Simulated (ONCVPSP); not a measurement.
# Pseudopotential generation for fluorine: ONCV, PBEsol

Do these settings give a usable potential? It is generated, then checked for transferability, scattering, ghosts and hardness.

Method: ONCVPSP 4.0.1.1 (patched build), PBEsol, scalar-relativistic.

## Step 1: The design

Typed settings, in words:

| Quantity | Value |
| --- | --- |
| element | fluorine (F, Z = 9) |
| type | optimised norm-conserving Vanderbilt (ONCV) |
| frozen core | [He] |
| valence charge | 7 |
| reference configuration | 2s2 2p5 |
| partial waves | 2s: rc 0.85 bohr, ncon 4, nbas 7, qcut 6.8 1/bohr, 3 projectors, debl 3.1 Ha; 2p: rc 1.00 bohr, ncon 4, nbas 8, qcut 14.9 1/bohr, 1 projector; d scattering state at 0.05 Ha: rc 0.85 bohr, ncon 4, nbas 8, qcut 10.1 1/bohr, 2 projectors, debl 0.6 Ha |
| local potential | polynomial inside 0.75 bohr (lpopt 5, dvloc0 0 Ha) |
| core correction | polynomial model core, fcfact 0.45 |

The outer shells as boxes (Hund's rule for the drawing; the calculation is spin-unpolarised):

```
[He] core
2s [↑↓]
2p [↑↓][↑↓][↑ ]
```

The nodes and maxima of the atom's own shells, from an earlier all-electron run, set the scale for the radii.

All-electron outer shells of the reference configuration (PBEsol, scalar-relativistic, ld1.x):

| shell | level (eV) | outermost node (bohr) | outermost maximum (bohr) |
| --- | --- | --- | --- |
| 1s | -661.16 | – | 0.11 |
| 2s | -29.72 | 0.24 | 0.76 |
| 2p | -11.05 | – | 0.71 |

## Step 2: Generation

Input file F.dat:

```
# ATOM AND REFERENCE CONFIGURATION
# atsym  z   nc   nv     iexc    psfile
  F 9.00    1    2  -116133      upf
#
#   n    l    f
    1    0    2.00
    2    0    2.00
    2    1    5.00
#
# PSEUDOPOTENTIAL AND OPTIMIZATION
# lmax
    2
#
#   l,   rc,      ep,       ncon, nbas, qcut
    0    0.85    0.00    4    7    6.80
    1    1.00    0.00    4    8   14.90
    2    0.85    0.05    4    8   10.10
#
# LOCAL POTENTIAL
# lloc, lpopt,  rc(5),   dvloc0
    4    5    0.75    0.00
#
# VANDERBILT-KLEINMAN-BYLANDER PROJECTORs
# l, nproj, debl
    0    3    3.10
    1    1    2.90
    2    2    0.60
#
# MODEL CORE CHARGE
# icmod, fcfact, rcfact
    1    0.45    0.00
#
# LOG DERIVATIVE ANALYSIS
# epsh1, epsh2, depsh
   -3.00    5.00    0.02
#
# OUTPUT GRID
# rlmax, drl
    6.00    0.01
#
# TEST CONFIGURATIONS
# ncnf
    4
# nvcnf
#   n    l    f
    2
    2    0    2.00
    2    1    4.00
#
    2
    2    0    2.00
    2    1    3.00
#
    2
    2    0    2.00
    2    1    2.00
#
    2
    2    0    1.00
    2    1    5.00
#
```

Command:

```
$ oncvpsp.x < F.dat > F.out
```

Output in F.out (without the consistency checks and plot data):

```text
ONCVPSP  (Optimized Norm-Conservinng Vanderbilt PSeudopotential)
scalar-relativistic version 4.0.1.1, modified

#   n    l    f        energy (Ha)
    1    0    2.00    -2.4297297E+01
    2    0    2.00    -1.0922101E+00
    2    1    5.00    -4.0614829E-01

Reference configufation results
  iterations    20
  all-electron total energy (Ha)   -9.94479506D+01

Begin loop to  construct optimized pseudo wave functions
and semi-local pseudopoentials for all angular momenta

   Wellstate for l =  0  n =  4
     eigenvalue =   2.0078
     asymptotic potential =   2.5078
     half-point radius =  3.1974

   Wellstate for l =  0  n =  4
     eigenvalue =   5.1078
     asymptotic potential =   5.6078
     half-point radius =  2.0029

Calculating optimized projector #   1

 for l=   0

    Fraction of norm inside rc  0.427896
    Optimizing pswf for qcut=   6.82 a_B^-1,  ecut=  23.28 Ha
    Residual kinetic energy error=  1.58D-02 Ha

    Energy error per electron        Cutoff
         Ha          eV             Ha
         0.01000     0.27211       27.58
         0.00100     0.02721      139.10
         0.00010     0.00272      171.67
         0.00001     0.00027      238.95

Calculating optimized projector #   2

 for l=   0

    Fraction of norm inside rc  0.051552
    Optimizing pswf for qcut=   6.82 a_B^-1,  ecut=  23.28 Ha
    Residual kinetic energy error=  4.91D-03 Ha

    Energy error per electron        Cutoff
         Ha          eV             Ha
         0.01000     0.27211       17.27
         0.00100     0.02721       34.84
         0.00010     0.00272      123.83
         0.00001     0.00027      223.85

Calculating optimized projector #   3

 for l=   0

    Fraction of norm inside rc  0.057755
    Optimizing pswf for qcut=   6.82 a_B^-1,  ecut=  23.28 Ha
    Residual kinetic energy error=  1.53D-02 Ha

    Energy error per electron        Cutoff
         Ha          eV             Ha
         0.01000     0.27211       25.89
         0.00100     0.02721       44.60
         0.00010     0.00272       95.03
         0.00001     0.00027      232.54

Calculating optimized projector #   1

 for l=   1

    Fraction of norm inside rc  0.528219
    Optimizing pswf for qcut=  14.91 a_B^-1,  ecut= 111.18 Ha
    Residual kinetic energy error=  9.31D-08 Ha

    Energy error per electron        Cutoff
         Ha          eV             Ha
         0.01000     0.27211       51.04
         0.00100     0.02721       68.10
         0.00010     0.00272       82.11
         0.00001     0.00027       93.29

   Wellstate for l =  2  n =  3
     eigenvalue =   0.0500
     asymptotic potential =   0.5500
     half-point radius = 41.0261

   Wellstate for l =  2  n =  4
     eigenvalue =   0.6500
     asymptotic potential =   1.1500
     half-point radius =  7.8859

Calculating optimized projector #   1

 for l=   2

    Fraction of norm inside rc  0.000001
    Optimizing pswf for qcut=  10.11 a_B^-1,  ecut=  51.14 Ha
    Residual kinetic energy error=  7.89D-10 Ha

    Energy error per electron        Cutoff
         Ha          eV             Ha
         0.01000     0.27211        0.01
         0.00100     0.02721        0.07
         0.00010     0.00272        0.29
         0.00001     0.00027        1.08

Calculating optimized projector #   2

 for l=   2

    Fraction of norm inside rc  0.001147
    Optimizing pswf for qcut=  10.11 a_B^-1,  ecut=  51.14 Ha
    Residual kinetic energy error=  1.69D-06 Ha

    Energy error per electron        Cutoff
         Ha          eV             Ha
         0.01000     0.27211        2.30
         0.00100     0.02721        8.66
         0.00010     0.00272       22.08
         0.00001     0.00027       38.74

Construct Vanderbilt / Kleinmman-Bylander projectors

B matrix Hermiticity error, ll=   0
   1   2   -1.8894E-04
   1   3   -5.0065E-04
   2   3   -1.1408E-04

  Orthonormal projector coefficients -4.9147E+02  1.7682E+01  5.2201E+00

B matrix Hermiticity error, ll=   2
   1   2    2.7044E-09

  Orthonormal projector coefficients -1.7771E+02 -1.2773E+00

Model core correction analysis
  based on d2Exc/dn_idn_j

d2excae - all-electron derivatives

   -3.877841D-02   -3.240713D-02
   -3.266311D-02   -3.156141D-02

d2excps - pseudofunction derivatives with no core correction

   -3.844543D-02   -3.449757D-02
   -3.475318D-02   -3.351747D-02

rms 2nd derivative error    1.780124E-03

Polynomial model core charge

d2excps - pseudofunction derivatives with core correction

   -3.704248D-02   -3.347434D-02
   -3.372984D-02   -3.243758D-02

rms 2nd derivative error    1.230648E-03

Pseudoatom total energy  -24.095575

Diagnostic tests using Vanderbilt-Kleinman-Bylander pseudopotentials
  1 or more projectors used as specified by nproj input data

   l    rcore       rmatch      e in        delta e   norm test  slope test

   0   0.8532584   0.8791652  -1.0922101  -0.0000260   1.0000647   1.0001205
   0   0.8532584   0.8791652   2.0077899   0.0000116   1.0002628   1.0002628
   0   0.8532584   0.8791652   5.1077899   0.0000160   1.0004178   1.0004178

   1   1.0028271   1.0332751  -0.4061483  -0.0000095   0.9999982   1.0000210

   2   0.8532584   0.8791652   0.0500000   0.0000424   1.0000772   1.0000772
   2   0.8532584   0.8791652   0.6500000   0.0000549   1.0000851   1.0000851

 Testing for bound ghosts
   n   l    E NL Schr. Eq   E Basis Diag.   E Cutoff

       0                     -337.032298    358.42  WARNING - GHOST(-)
   1   0       -1.092236       -1.059977    358.42

   2   1       -0.406158       -0.378883    220.19

 Testing for highly-localized positive-energy ghosts
       l    <radius>/rc     E Basis Diag.   E Cutoff

       2        0.538019      120.158403    467.77  WARNING - GHOST(+)

       2        0.825303      202.082226    467.77  WARNING - GHOST(+)

Test configuration 0

   n   l     f        eae           eps        diff
   1   0  2.0000  -24.29729709
   2   0  2.0000   -1.09221012   -1.09223609   -2.60D-05
   2   1  5.0000   -0.40614829   -0.40615779   -9.50D-06

    Total energies and differences
      AE_ref= -9.94479506D+01  AE_tst= -9.94479506D+01  dif=  0.00D+00
      PS_ref= -2.40955752D+01  PS_tst= -2.40955752D+01  dif=  1.78D-14
      PSP excitation error= -1.78D-14

Test configuration 1

   n   l     f        eae           eps        diff
   1   0  2.0000  -25.05871057
   2   0  2.0000   -1.73391728   -1.73454652   -6.29D-04
   2   1  4.0000   -1.03707069   -1.03675445    3.16D-04

    Total energies and differences
      AE_ref= -9.94479506D+01  AE_tst= -9.87380723D+01  dif=  7.10D-01
      PS_ref= -2.40955752D+01  PS_tst= -2.33857420D+01  dif=  7.10D-01
      PSP excitation error=  4.51D-05

Test configuration 2

   n   l     f        eae           eps        diff
   1   0  2.0000  -26.01773783
   2   0  2.0000   -2.48991970   -2.49107370   -1.15D-03
   2   1  3.0000   -1.79621314   -1.79415670    2.06D-03

    Total energies and differences
      AE_ref= -9.94479506D+01  AE_tst= -9.73313756D+01  dif=  2.12D+00
      PS_ref= -2.40955752D+01  PS_tst= -2.19799828D+01  dif=  2.12D+00
      PSP excitation error=  9.83D-04

Test configuration 3

   n   l     f        eae           eps        diff
   1   0  2.0000  -27.15917811
   2   0  2.0000   -3.34176194   -3.34246146   -7.00D-04
   2   1  2.0000   -2.66750771   -2.66038418    7.12D-03

    Total energies and differences
      AE_ref= -9.94479506D+01  AE_tst= -9.51084546D+01  dif=  4.34D+00
      PS_ref= -2.40955752D+01  PS_tst= -1.97611814D+01  dif=  4.33D+00
      PSP excitation error=  5.10D-03

Test configuration 4

   n   l     f        eae           eps        diff
   1   0  2.0000  -25.05902907
   2   0  1.0000   -1.74046665   -1.74062055   -1.54D-04
   2   1  5.0000   -1.04174687   -1.04264669   -9.00D-04

    Total energies and differences
      AE_ref= -9.94479506D+01  AE_tst= -9.80402853D+01  dif=  1.41D+00
      PS_ref= -2.40955752D+01  PS_tst= -2.26878561D+01  dif=  1.41D+00
      PSP excitation error= -5.38D-05
```

Wall time 5.8 s (1 thread of Neoverse-N1, shared host).

All-electron and pseudo partial waves u(r) = r·R(r), from the program's wave files:

```
r (bohr)    2s AE   2s PS   2p AE   2p PS
   0.050  -0.3814  0.0742  0.0428  0.0214
   0.100  -0.4479  0.1513  0.1386  0.0831
   0.150  -0.3506  0.2322  0.2548  0.1773
   0.200  -0.1763  0.3154  0.3734  0.2932
   0.250   0.0251  0.3978  0.4846  0.4184
   0.300   0.2250  0.4770  0.5834  0.5410
   0.350   0.4084  0.5527  0.6680  0.6514
   0.400   0.5678  0.6269  0.7380  0.7430
   0.450   0.7011  0.7020  0.7942  0.8136
   0.500   0.8077  0.7783  0.8370  0.8629
   0.550   0.8897  0.8528  0.8682  0.8941
   0.600   0.9496  0.9197  0.8890  0.9108
   0.650   0.9898  0.9720  0.9008  0.9166
   0.700   1.0134  1.0059  0.9050  0.9150
   0.750   1.0230  1.0211  0.9029  0.9082
   0.800   1.0212  1.0210  0.8956  0.8979
   0.850   1.0100  1.0099  0.8840  0.8848
   0.900   0.9913  0.9913  0.8690  0.8691
   0.950   0.9669  0.9669  0.8513  0.8513
   1.000   0.9381  0.9380  0.8315  0.8315
   1.050   0.9060  0.9059  0.8102  0.8102
   1.100   0.8716  0.8716  0.7877  0.7877
   1.150   0.8357  0.8357  0.7645  0.7645
   1.200   0.7990  0.7990  0.7407  0.7407
   1.250   0.7620  0.7619  0.7167  0.7167
   1.300   0.7250  0.7250  0.6926  0.6926
```

Densities times 4π (e/bohr³); a dash where the program caps the true core:

```
r (bohr)  pseudo valence  true core  model core
   0.050           5.322          –       160.7
   0.150           11.77          –       129.6
   0.250           19.07      68.57       57.63
   0.350           22.31      12.88       12.88
   0.450           21.21      2.494       2.494
   0.550           18.03     0.4967      0.4967
   0.650           14.42     0.1001      0.1001
   0.750           11.04    0.02054     0.02054
   0.850           8.242   0.004254    0.004254
   0.950           6.087   0.000892    0.000892
   1.050           4.467  0.0001902   0.0001902
   1.150           3.266  4.071e-05   4.071e-05
   1.250           2.387  8.788e-06   8.788e-06
```

## Step 3: The configuration tests of the same run

Energies count from the reference configuration 2s2 2p5; the error is all-electron less pseudo.

```tsv
valence configuration	charge	ΔE all-electron (eV)	error AE − PS (meV)
2s2 2p4	+1	19.317	+1.2
2s2 2p3	+2	57.595	+27
2s2 2p2	+3	118.084	+139
2s1 2p5	+1	38.305	-1.5
```

## Step 4: Scattering by logarithmic derivatives

Taken from the files of the generation run. The phase is arctan(r·R′/R) of the radial function R, unwrapped, with energies in Ha. A pole is an energy at which the radial function vanishes at the test radius. The pseudo phase is shifted by a multiple of π to meet the all-electron one at the reference energy. Levels narrower than the energy grid can be missing from the poles. The last column is the largest difference on the grid between −0.5 and +0.5 Ha.

```tsv
channel	radius (bohr)	reference (Ha)	poles AE	poles PS	window around the reference with phases within 0.05 rad (Ha)	largest difference near zero (rad)
s	0.86	-1.09	none	none	the whole range	0.000
p	1.01	-0.41	2.07	2.10	the whole range	0.000
d	0.86	0.05	none	none	the whole range	0.000
```

Phases (rad) along the scan:

```
E (Ha)    p AE    p PS    s AE    s PS
 -2.98   0.691   0.693  -0.142  -0.142
 -2.54   0.513   0.515  -0.357  -0.357
 -2.10   0.259   0.262  -0.558  -0.558
 -1.66  -0.079  -0.077  -0.732  -0.732
 -1.22  -0.453  -0.452  -0.876  -0.876
 -0.78  -0.778  -0.778  -0.994  -0.994
 -0.34  -1.020  -1.020  -1.090  -1.090
  0.10  -1.190  -1.190  -1.169  -1.169
  0.54  -1.314  -1.313  -1.234  -1.234
  0.98  -1.407  -1.406  -1.289  -1.289
  1.42  -1.482  -1.480  -1.336  -1.336
  1.86  -1.544  -1.541  -1.376  -1.376
  2.30  -1.599  -1.594  -1.411  -1.411
  2.74  -1.650  -1.643  -1.443  -1.443
  3.18  -1.699  -1.690  -1.471  -1.471
  3.62  -1.748  -1.736  -1.497  -1.497
  4.06  -1.802  -1.785  -1.520  -1.520
  4.50  -1.861  -1.838  -1.542  -1.542
  4.94  -1.931  -1.898  -1.563  -1.563
```

## Step 5: Plane-wave cutoff and ghosts

Read off the output, the cutoffs (Ha) at which the residual kinetic energy of the hardest occupied pseudo-wave falls to 1 and 0.1 mHa per electron: 139 Ha and 172 Ha.

The program's own ghost test: GHOST(-) flagged for s at -9171.1 eV; GHOST(+) flagged for d at 3269.7 eV, d at 5498.9 eV.

Cutoff (Ha) at which the first wave of each channel reaches a given error (Ha per electron):

```
  error      s     p    d
1.0e-02   27.6  51.0  0.0
3.2e-03   76.0  60.0  0.0
1.0e-03  139.1  68.1  0.1
3.2e-04  158.1  75.5  0.1
1.0e-04  171.7  82.1  0.3
3.2e-05  185.7  88.0  0.6
1.0e-05  238.9  93.3  1.1
```

## Step 6: Results

| quantity | value |
| --- | --- |
| cutoffs for 1 and 0.1 mHa per electron, occupied waves | 139 Ha and 172 Ha |
| bound ghosts | s at -9171.12 eV |
| GHOST(+) flags | d at 3270 eV, d at 5499 eV |
| largest test error (AE − PS) | +139 meV, for 2s2 2p2 |
| largest phase difference near zero energy, channels read | 0.000 rad |
| rms error of d²Exc/dn², without and with the model core | 1.78 and 1.23 mHa |

What this shows: A bound ghost (s) makes it unfit for use: electrons can fall into a state that the atom doesn't have. The worst unpolarised test, 2s2 2p2, is off by 139 meV on 118.1 eV; by total energies transferability rates as fair for so large an energy. That test lies far up in energy; among those under 40 eV, nearer to bonding, the largest error is 1.5 meV. It counts as very hard, with 139 Ha needed at the looser tolerance. At the looser tolerance the 2s wave is the slowest; 2p needs 68 Ha. Near zero energy the phases of the channels with partial waves agree within 0.001 rad. The program also flags highly localised states, GHOST(+) (d).
